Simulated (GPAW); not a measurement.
Here is a GPAW 26.7.0 calculation.

The input run.py:

```python
from ase import Atoms
from ase.dft.bandgap import bandgap
from ase.io import write
from ase.units import GPa
from gpaw import GPAW, PW, setup_paths

setup_paths.insert(0, '.')

atoms = Atoms(['Fe', 'N', 'Li'],
              cell=[[3.1006003459, 0.0, 0.0],
                    [-1.5503001729, 2.6851986665, 0.0],
                    [0.0, 0.0, 4.145339]],
              scaled_positions=[[0.3333333333, 0.6666666667, 0.5],
                                [0.0, 0.0, 0.5],
                                [0.0, 0.0, 0.0]],
              pbc=True)
atoms.set_initial_magnetic_moments([3.0, 0.0, 0.0])

calc = GPAW(mode=PW(800),
            xc='PBEsol',
            kpts={'size': (10, 10, 7), 'gamma': True},
            occupations={'name': 'methfessel-paxton', 'order': 0, 'width': 0.05},
            nbands=18,
            convergence={'density': 1e-05, 'energy': 1e-05},
            maxiter=150,
            txt='gpaw.txt')
atoms.calc = calc
energy = atoms.get_potential_energy()
forces = atoms.get_forces()
stress = atoms.get_stress()
calc.write('gs.gpw')
write('result.traj', atoms)
print(f'Energy: {energy:.6f} eV')
print('Forces (eV/A):')
print(forces.round(4))
print('Stress (GPa):', (stress / GPa).round(3))
print('Moments:', calc.get_magnetic_moments().round(3))
print('Fermi level:', round(calc.get_fermi_level(), 4), 'eV')
print(f'Gap: {bandgap(calc)[0]:.4f} eV, direct: {bandgap(calc, direct=True)[0]:.4f} eV')
```

Potentials or basis: PAW data sets generated in the run's folder for this functional, pw.

Command:

```bash
$ gpaw-setup -f PBEsol Fe Li N
$ OMP_NUM_THREADS=1 python run.py
```

**Question.** What does it give for the net moment?

**Answer.** 0.17 μB per cell.

**Question.** What does it give for the pressure?

**Answer.** -3.1 GPa.

Stress tensor (GPa, compression positive):
```
-3.43  0.00  0.00
 0.00 -3.43  0.00
 0.00  0.00 -2.32
```
